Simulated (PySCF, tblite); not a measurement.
**C4H12N2OSi2: geometry, infrared bands and NMR shifts**

Aim: predict the infrared bands and NMR shifts of C4H12N2OSi2 (`CC(=O)/C=N/[SiH2]N(C)[SiH3]`).

Programs: tblite 0.8.0 and PySCF 2.14.0, with density-fitted response routines of our own. Each step states its level of theory. These are calculated values for one molecule in the gas phase, unless marked as measured. Atoms are numbered from 0 throughout.

## 1. The molecule as given

21 atoms, charge 0, multiplicity 1; geometry from: force field or distance geometry start.

Bonds of the start (Å): C0–C1 1.49, C1–O2 1.24, C1–C3 1.50, C3–N4 1.29, N4–Si5 1.74, Si5–N6 1.70, N6–C7 1.47, N6–Si8 1.71, C0–H9 1.10, C0–H10 1.10, C0–H11 1.08, C3–H12 1.10, Si5–H13 1.48, Si5–H14 1.48, C7–H15 1.09, C7–H16 1.10, C7–H17 1.10, Si8–H18 1.47, Si8–H19 1.48, Si8–H20 1.49.

## 2. Relaxing the molecule with GFN2-xTB

What the job is given:

```
{"job": {"kind": "relax", "xc": "GFN2-xTB", "basis": "xTB"}, "charge": 0, "multiplicity": 1}
C      2.338300     2.658800     0.647100
C      2.620900     1.406000    -0.116800
O      3.761300     0.977900    -0.338300
C      1.452900     0.604600    -0.618300
N      0.250800     1.049000    -0.479800
Si    -0.996700     0.008900    -1.104600
N     -1.106200    -1.217800     0.067700
C     -1.219300    -0.918900     1.504600
Si    -2.068500    -2.438100    -0.654600
H      1.725300     2.432600     1.536900
H      1.802800     3.368000    -0.000400
H      3.265500     3.113700     0.976000
H      1.736100    -0.368200    -1.055400
H     -0.524800    -0.503800    -2.413600
H     -2.260100     0.777000    -1.175900
H     -0.419300    -0.266400     1.856600
H     -1.143900    -1.834500     2.105400
H     -2.181700    -0.446600     1.745200
H     -1.470500    -2.894600    -1.922400
H     -2.118900    -3.575000     0.291400
H     -3.453100    -1.915800    -0.851100
```

Started as:

```sh
> OMP_NUM_THREADS=1 python probes_run.py task.json out
```

One launch serves the whole session: the jobs run in the order shown.

**Question.** This job is followed by: GFN2-xTB harmonic vibrations, gas phase; GIAO PBE0/pcSseg-1 NMR shielding, non-relativistic, gas phase. What will the session give for the following? strongest single infrared mode (GFN2-xTB); zero-point energy (GFN2-xTB); ¹³C shifts against TMS (PBE0/pcSseg-1); ¹H shifts against TMS (PBE0/pcSseg-1, means over atoms taken as alike); ¹⁷O shifts against H2O (PBE0/pcSseg-1); ¹⁵N shifts against NH3 (PBE0/pcSseg-1); ²⁹Si shifts against TMS (PBE0/pcSseg-1).

**Answer**, as computed:

| quantity | value |
| --- | --- |
| strongest single infrared mode (GFN2-xTB) | 2207 cm⁻¹, 490 km/mol |
| zero-point energy (GFN2-xTB) | 93.9 kcal/mol |
| ¹³C shifts against TMS (PBE0/pcSseg-1) | 205.9, 173.8, 34.1, 25.0 ppm |
| ¹H shifts against TMS (PBE0/pcSseg-1, means over atoms taken as alike) | 8.23, 5.38, 4.69, 3.05, 2.53 ppm |
| ¹⁷O shifts against H2O (PBE0/pcSseg-1) | 697.0 ppm |
| ¹⁵N shifts against NH3 (PBE0/pcSseg-1) | 415.8, 9.9 ppm |
| ²⁹Si shifts against TMS (PBE0/pcSseg-1) | -31.9, -49.5 ppm |

What this shows: Relaxing lowered the energy by 0.617 eV in 159 steps; the close pair that moved most is C3–N4, from 1.289 to 1.250 Å. The lowest mode is slightly imaginary (14i cm⁻¹), a soft motion within the noise of the Hessian, so the minimum is not strictly shown. The strongest single mode, at 2207 cm⁻¹, moves mainly H14. GFN2-xTB is a fitted tight-binding method: band positions and strengths are rough. Its intensities can rank the bands wrongly. C1 (ketone carbonyl carbon) lies farthest downfield among carbon, at 205.9 ppm; low-lying n→π* states of the double bond to the heteroatom give a large paramagnetic term (-273 ppm). At PBE0/pcSseg-1: The widest tensor belongs to O2: span 1326 ppm, with a paramagnetic part of -755 ppm.
